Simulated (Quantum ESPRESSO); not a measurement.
## HfGe in Quantum ESPRESSO: the effect of functional

The system is HfGe.

```
Hf Ge
1.0
     3.50084    0.00000    0.00000
     0.00000    3.50084    0.00000
     0.00000    0.00000    3.50084
Hf Ge
1 1
Cartesian
  0.0000 0.0000 0.0000
  1.7504 1.7504 1.7504
```

The cell was built by a generator and needn't be a form met in nature.

Alike in all runs:

- Program: Quantum ESPRESSO 7.5
- Task: phonons
- Cutoff: 1061 eV
- Density cutoff: 4245 eV
- k mesh: 8 × 8 × 8
- Occupations: cold, width 0.2 eV
- Spin: no spin polarisation

Each run relaxes the cell or the atoms first.

Problem. One run gave: relaxed volume 17.39 Å³/atom; highest phonon frequency 161 cm⁻¹. Which functional did it use?
A. vdW-DF-cx
B. PW91
C. LDA
D. AM05
E. PBEsol

Solution. C.

| functional | potentials or basis | relaxed volume (Å³/atom) | highest phonon frequency (cm⁻¹) |
| --- | --- | --- | --- |
| LDA | PseudoDojo 0.4.1 SR LDA standard | 17.39 | 161 |
| PBEsol | PseudoDojo 0.4.1 SR PBEsol standard | 18.13 | 155 |
| PW91 | PseudoDojo 0.4.1 SR PBE standard | 18.83 | 141 |
| BLYP | PseudoDojo 0.4.1 SR PBE standard | 19.64 | 132 |
| AM05 | PseudoDojo 0.4.1 SR PBE standard | 18.09 | 160 |
| vdW-DF-cx | PseudoDojo 0.4.1 SR PBE standard | 18.21 | 161 |

Caveats: the mesh is thin for the phonons of a metal; the volume moved by over 15 % at a fixed basis, so the end points are rough (some runs); the potentials were made for another functional, which shifts forces and pressure (some runs); before the sum rule the acoustic modes lie tens of cm⁻¹ from zero, a sign that the density grid also shifts the optical modes (some runs).

Runs at the PBE level aren't shown here.
